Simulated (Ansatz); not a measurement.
# B₂H₇NSi: how energies converge with the basis set

One table from this session's results is given with a row withheld; the runs are named, their logs left out.

Computed with Ansatz 0.2.0, Gaussian basis. Level: one geometry, several basis sets.

Levels to be run: PBE0-D4/def2-SVP; ωB97M-V/def2-SVP; PBE0-D4/def2-QZVPP; ωB97M-V/def2-QZVPP; the functionals' def2-TZVPP values are taken from earlier runs.

## The geometry

All runs share one geometry, relaxed beforehand with PBE0-D4 in a triple-zeta def2 set.

11 atoms, charge 0, spin multiplicity 1.

Atoms are counted from 1 here; the program's logs count them from 0.

Bond lengths: B1–B2 1.627 Å, B1–Si3 2.048 Å, B1–H5 1.195 Å, B1–H6 1.225 Å, B2–N4 1.555 Å, B2–H7 1.198 Å, Si3–N4 1.909 Å, Si3–H8 1.491 Å, Si3–H9 1.484 Å, N4–H10 1.012 Å, N4–H11 1.013 Å. Angles: B2–B1–Si3 70.8°, B2–B1–H5 126.1°, B2–B1–H6 115.3°, Si3–B1–H5 126.8°, Si3–B1–H6 84.4°, H5–B1–H6 116.9°, B1–B2–N4 108.3°, B1–B2–H7 133.0°, N4–B2–H7 112.6°, B1–Si3–N4 81.3°, B1–Si3–H8 134.8°, B1–Si3–H9 116.4° and more.

As a file:

```xyz
11

B    -0.2506    1.4582    0.0955
B    -0.3692    0.2996   -1.0402
Si    0.8312   -0.1775    0.6843
N    -0.5206   -1.0720   -0.3233
H     0.1622    2.5673   -0.0711
H    -0.8899    1.2541    1.1200
H     0.0736    0.1944   -2.1483
H     2.0637   -0.8550    0.1889
H     0.6421   -0.6248    2.0865
H    -0.3285   -1.9305   -0.8234
H    -1.3486   -1.1706    0.2516
```

Set-up of the first run:

Input file in.yaml:

```yaml
crystal:
  periodic: [false, false, false]
  atoms:
    - {symbol: B, position_ang: [-0.250584, 1.458214, 0.095522]}
    - {symbol: B, position_ang: [-0.369232, 0.299638, -1.040171]}
    - {symbol: Si, position_ang: [0.831152, -0.177520, 0.684305]}
    - {symbol: N, position_ang: [-0.520576, -1.072032, -0.323287]}
    - {symbol: H, position_ang: [0.162233, 2.567270, -0.071121]}
    - {symbol: H, position_ang: [-0.889859, 1.254058, 1.119984]}
    - {symbol: H, position_ang: [0.073615, 0.194441, -2.148325]}
    - {symbol: H, position_ang: [2.063669, -0.855048, 0.188899]}
    - {symbol: H, position_ang: [0.642145, -0.624802, 2.086462]}
    - {symbol: H, position_ang: [-0.328546, -1.930537, -0.823419]}
    - {symbol: H, position_ang: [-1.348617, -1.170581, 0.251649]}
basis:
  gaussian: {orbitals: def2-SVP}
hamiltonian: {xc: pbe0, dispersion: d4}
output: {orbitals: {seedname: orbitals}}
```

Started as:

```console
ansatz run in.yaml --threads 2 --pin off --events-out ev --progress --plain --max-ram 4352MiB
```

Steps of the session up to this table: PBE0-D4 in def2-SVP; ωB97M-V in def2-SVP; PBE0-D4 in def2-QZVPP; ωB97M-V in def2-QZVPP.

One table of the session follows, with a row left open; its other results are not shown here.

It belongs to the step «Functionals by basis». 

| functional | basis | HOMO (eV) |
| --- | --- | --- |
| PBE0-D4 | def2-SVP | -6.56 |
| PBE0-D4 | def2-TZVPP | -6.63 |
| PBE0-D4 | def2-QZVPP | -6.63 |
| ωB97M-V | def2-SVP | -8.57 |
| ωB97M-V | def2-TZVPP | ? |
| ωB97M-V | def2-QZVPP | -8.68 |

**Question.** Estimate the row for ωB97M-V, def2-TZVPP.

As computed: HOMO (eV): -8.67. In the column «HOMO (eV)» it lies between ωB97M-V, def2-QZVPP (-8.68) and ωB97M-V, def2-SVP (-8.57).
